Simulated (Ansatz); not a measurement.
Input of an Ansatz 0.2.0 run:

Contents of input.yaml:

```yaml
crystal:
  lattice:
    - [3.901786, 0.0, 0.0]
    - [0.0, 4.809512, 0.0]
    - [0.0, 0.0, 2.78417]
  atoms:
    - { symbol: Cr, position: [0.0, 0.0, 0.0], spin: 3.0 }
    - { symbol: Cr, position: [0.5, 0.5, 0.5], spin: 3.0 }
    - { symbol: "N", position: [0.86617, 0.588775, 0.0] }
    - { symbol: "N", position: [0.13383, 0.411225, 0.0] }
    - { symbol: "N", position: [0.36617, 0.911225, 0.5] }
    - { symbol: "N", position: [0.63383, 0.088775, 0.5] }
hamiltonian:
  xc: r2scan
  pseudopotentials: { kind: paw }
magnetization:
  spin_polarized: true
kpoints:
  mp_grid: { grid: [7, 6, 10] }
  band_path:
    path:
      - [[0.0, 0.0, 0.0], [0.0, 0.0, 0.5], [0.5, 0.0, 0.5], [0.5, 0.0, 0.0], [0.0, 0.0, 0.0], [0.0, 0.5, 0.0], [0.0, 0.5, 0.5], [0.5, 0.5, 0.5], [0.5, 0.5, 0.0], [0.0, 0.5, 0.0]]
      - [[0.5, 0.0, 0.0], [0.5, 0.5, 0.0]]
      - [[0.0, 0.5, 0.5], [0.0, 0.0, 0.5]]
      - [[0.5, 0.0, 0.5], [0.5, 0.5, 0.5]]
    npoints: 14
scf:
  occupations: { method: fermi_dirac, width: 0.05 }
  n_extra_bands: 15
output:
  forces: true
  stress: true
  eigenvalues: true
  fatbands: false
  write_density: true
  write_potential: true
  elf: true
  volumetric_format: npy
```

Potentials or basis: Ansatz PAW.

Run with:

```bash
$ ansatz run input.yaml --threads 2 --pin off --max-ram 5632MiB --backend cpu --events-out ev --progress --plain --runs-dir out
```

Q: What does it give for the largest force?

A: 0.036 eV/Å.

Q: Estimate the absolute moment.

A: 5.78 μB per cell.

Levels at the corners of the path, in eV from the Fermi level:
Spin up:
| point | band 22 | band 23 | band 24 | band 25 | band 26 | band 27 | band 28 | band 29 | band 30 | band 31 |
| --- | --- | --- | --- | --- | --- | --- | --- | --- | --- | --- |
| Γ | -2.48 | -1.77 | -1.55 | -1.25 | -1.18 | -1.12 | -0.96 | 3.28 | 5.29 | 5.44 |
| X | -2.25 | -1.70 | -1.70 | 0.25 | 0.25 | 0.36 | 0.36 | 2.76 | 2.76 | 3.70 |
| S | -2.92 | -1.86 | -1.86 | -1.47 | -1.47 | 0.87 | 0.87 | 3.45 | 3.45 | 5.86 |
| Y | -1.70 | -1.51 | -1.51 | -1.01 | -1.01 | 1.96 | 1.96 | 2.53 | 2.53 | 4.19 |
| Γ | -2.48 | -1.77 | -1.55 | -1.25 | -1.18 | -1.12 | -0.96 | 3.28 | 5.29 | 5.44 |
| Z | -2.23 | -1.66 | -1.66 | -0.93 | -0.93 | 0.04 | 0.04 | 3.18 | 3.18 | 5.09 |
| U | -1.78 | -0.97 | -0.97 | 0.01 | 0.01 | 0.27 | 0.27 | 2.40 | 2.40 | 2.95 |
| R | -2.32 | -1.74 | -1.74 | -0.73 | -0.73 | 0.66 | 0.66 | 3.60 | 3.60 | 4.86 |
| T | -1.32 | -1.25 | -1.25 | 0.44 | 0.44 | 2.02 | 2.02 | 2.12 | 2.12 | 2.66 |
| Z | -2.23 | -1.66 | -1.66 | -0.93 | -0.93 | 0.04 | 0.04 | 3.18 | 3.18 | 5.09 |
| Y | -1.70 | -1.51 | -1.51 | -1.01 | -1.01 | 1.96 | 1.96 | 2.53 | 2.53 | 4.19 |
| T | -1.32 | -1.25 | -1.25 | 0.44 | 0.44 | 2.02 | 2.02 | 2.12 | 2.12 | 2.66 |
| U | -1.78 | -0.97 | -0.97 | 0.01 | 0.01 | 0.27 | 0.27 | 2.40 | 2.40 | 2.95 |
| X | -2.25 | -1.70 | -1.70 | 0.25 | 0.25 | 0.36 | 0.36 | 2.76 | 2.76 | 3.70 |
| S | -2.92 | -1.86 | -1.86 | -1.47 | -1.47 | 0.87 | 0.87 | 3.45 | 3.45 | 5.86 |
| R | -2.32 | -1.74 | -1.74 | -0.73 | -0.73 | 0.66 | 0.66 | 3.60 | 3.60 | 4.86 |
Spin down:
```csv
point,band 20,band 21,band 22,band 23,band 24,band 25
Γ,-3.45,-1.65,-1.60,1.07,1.25,1.94
X,-1.99,-1.47,-1.47,2.26,2.26,2.32
S,-3.33,-2.43,-2.43,1.21,1.21,2.88
Y,-1.38,0.76,0.76,0.85,0.85,2.67
Γ,-3.45,-1.65,-1.60,1.07,1.25,1.94
Z,-2.31,-1.48,-1.48,1.58,1.58,2.56
U,-1.31,-0.25,-0.25,1.70,1.70,2.22
R,-2.65,-1.26,-1.26,2.19,2.19,2.33
T,0.15,0.67,0.67,1.41,1.41,2.40
Z,-2.31,-1.48,-1.48,1.58,1.58,2.56
Y,-1.38,0.76,0.76,0.85,0.85,2.67
T,0.15,0.67,0.67,1.41,1.41,2.40
U,-1.31,-0.25,-0.25,1.70,1.70,2.22
X,-1.99,-1.47,-1.47,2.26,2.26,2.32
S,-3.33,-2.43,-2.43,1.21,1.21,2.88
R,-2.65,-1.26,-1.26,2.19,2.19,2.33
```

Caveat: the magnetic or orbital state may not be the lowest; only a ferromagnetic start was run, and an antiferromagnetic order may lie lower in energy; the PAW data sets come from PBE, with cores solved anew for the run's functional, which leaves a small shift of forces and pressure.
